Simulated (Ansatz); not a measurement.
# CH6S3Si: the cost of one run

Computed with Ansatz 0.2.0. Level: RHF/def2-SVP.

### Step 1. Starting geometry

SMILES `[SiH3]CSSS`, 11 atoms, charge 0, spin multiplicity 1.

Atoms are counted from 1 here; the program's logs count them from 0.

Bond lengths: Si1–C2 1.905 Å, Si1–H6 1.503 Å, Si1–H7 1.507 Å, Si1–H8 1.501 Å, C2–S3 1.841 Å, C2–H9 1.110 Å, C2–H10 1.112 Å, S3–S4 2.073 Å, S4–S5 2.114 Å, S5–H11 1.370 Å. Angles: C2–Si1–H6 109.0°, C2–Si1–H7 109.5°, C2–Si1–H8 110.2°, H6–Si1–H7 109.3°, H6–Si1–H8 109.8°, H7–Si1–H8 109.1°, Si1–C2–S3 113.7°, Si1–C2–H9 113.1°, Si1–C2–H10 109.9°, S3–C2–H9 108.6°, S3–C2–H10 104.4°, H9–C2–H10 106.6°, C2–S3–S4 103.2°, S3–S4–S5 107.4°, S4–S5–H11 97.3°.

Geometry (Å):

```csv
atom,x (Å),y (Å),z (Å)
Si1,-1.4489,0.4284,0.8218
C2,0.2656,0.9598,0.1839
S3,1.6534,-0.0277,0.8824
S4,1.3640,-1.9033,0.0493
S5,2.1409,-1.8479,-1.9161
H6,-1.5056,0.6404,2.3083
H7,-2.5137,1.2641,0.1588
H8,-1.6934,-1.0183,0.5060
H9,0.3430,0.9444,-0.9237
H10,0.4811,2.0028,0.5028
H11,0.9789,-1.4998,-2.5529
```

This geometry comes from a loose relaxation at PBE in a small basis, which is not shown.

### Step 3. Setting up the map

The axes are (1) angle S3–S4–S5 (carried through 180): 15 values from 87.7 to 272.3 °; (2) change of the bonds S4–S3, S4–S5, all alike: 15 values from −0.228 to 0.353 Å.

Nothing else is relaxed (all other coordinates rigid). Energies count from the relaxed molecule at the same level. Points are written as (first, second).

(The set-up runs are not shown.)

### Step 4. Point (100.9°, 0.021 Å)

Input file input.yaml:

```yaml
crystal:
  periodic: [false, false, false]
  atoms:
    - { symbol: Si, position_ang: [-1.431464, 0.5623, 0.828973] }
    - { symbol: C, position_ang: [0.274936, 0.937637, 0.08059] }
    - { symbol: S, position_ang: [1.65798, -0.033613, 0.775567] }
    - { symbol: S, position_ang: [1.370246, -1.93783, -0.0301] }
    - { symbol: S, position_ang: [2.291816, -1.718966, -1.906302] }
    - { symbol: H, position_ang: [-1.404996, 0.868304, 2.276836] }
    - { symbol: H, position_ang: [-2.440248, 1.424912, 0.164995] }
    - { symbol: H, position_ang: [-1.799021, -0.855297, 0.627577] }
    - { symbol: H, position_ang: [0.286469, 0.848662, -1.006328] }
    - { symbol: H, position_ang: [0.539464, 1.974078, 0.306579] }
    - { symbol: H, position_ang: [1.209532, -1.370591, -2.608602] }
basis:
  gaussian: { orbitals: def2-SVP }
hamiltonian:
  xc: hf
output:
  forces: true
```

On the command line:

```sh
> ansatz run input.yaml --threads 1 --pin off --max-ram 2560MiB --backend cpu --events-out ev --progress --plain --runs-dir out
```

Q: Estimate wall time and peak memory on 1 thread of Arm Neoverse V2, shared host.

About 2.6 s, with a peak of 0.24 GiB.
